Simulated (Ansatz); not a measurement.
# CoW3: the cost of one run

Method: DFT PBE, scalar-relativistic, plane waves, PAW, in Ansatz 0.2.0.

2 further runs of the same task are left out: 2 that didn't finish.

**1. Starting point**

Symmetry: Pm-3m, No. 221, cubic system. Conventional cell: a = 3.843 Å, b = 3.843 Å, c = 3.843 Å, α = 90.00°, β = 90.00°, γ = 90.00°. Around Co (site symmetry m-3m) lie 12 W at 2.72 Å. W (site symmetry 4/mmm) has 4 Co at 2.72 Å and 8 W at 2.72 Å as nearest neighbours.

Coordinates:

```cif
data_structure
_symmetry_space_group_name_H-M 'P 1'
_symmetry_Int_Tables_number 1
_cell_length_a 3.8430
_cell_length_b 3.8430
_cell_length_c 3.8430
_cell_angle_alpha 90.000
_cell_angle_beta 90.000
_cell_angle_gamma 90.000
_cell_volume 56.76
loop_
_atom_site_label
_atom_site_type_symbol
_atom_site_fract_x
_atom_site_fract_y
_atom_site_fract_z
_atom_site_occupancy
Co1 Co 0.00000 0.00000 0.00000 1
W1 W 0.00000 0.50000 0.50000 1
W2 W 0.50000 0.00000 0.50000 1
W3 W 0.50000 0.50000 0.00000 1
```

(A quick probe on a coarse mesh, which set the mesh and smearing, is not shown.)

**3. Coarse relaxation**

Contents of input.yaml:

```yaml
crystal:
  lattice:
    - [3.843026358, 0.0, 0.0]
    - [0.0, 3.843026358, 0.0]
    - [0.0, 0.0, 3.843026358]
  atoms:
    - { symbol: Co, position: [0.0, 0.0, 0.0], spin: 0.32 }
    - { symbol: W, position: [0.0, 0.5, 0.5] }
    - { symbol: W, position: [0.5, 0.0, 0.5] }
    - { symbol: W, position: [0.5, 0.5, 0.0] }
basis:
  ecutwfc: 420
kpoints:
  mp_grid: { grid: [4, 4, 4] }
hamiltonian:
  xc: pbe
scf:
  occupations: { method: gaussian, width: 0.1 }
  lower_state_search: "off"
output:
  forces: true
  stress: true
  eigenvalues: true
  populations: true
magnetization:
  spin_polarized: true
relax:
  adjacent_minimum: "off"
  f_tol: 0.04
  max_steps: 70
  cell: { stress_tol: 0.4 }
```

Command:

```console
> ansatz run input.yaml --threads 1 --pin off --max-ram 2560MiB --backend cpu --events-out ev --progress --plain --runs-dir out
```

**Question.** How long does this run take on 1 thread of Intel Xeon Platinum 8488C (Sapphire Rapids), shared host, and how much memory does it need?

About 21 s, with a peak of 0.38 GiB.
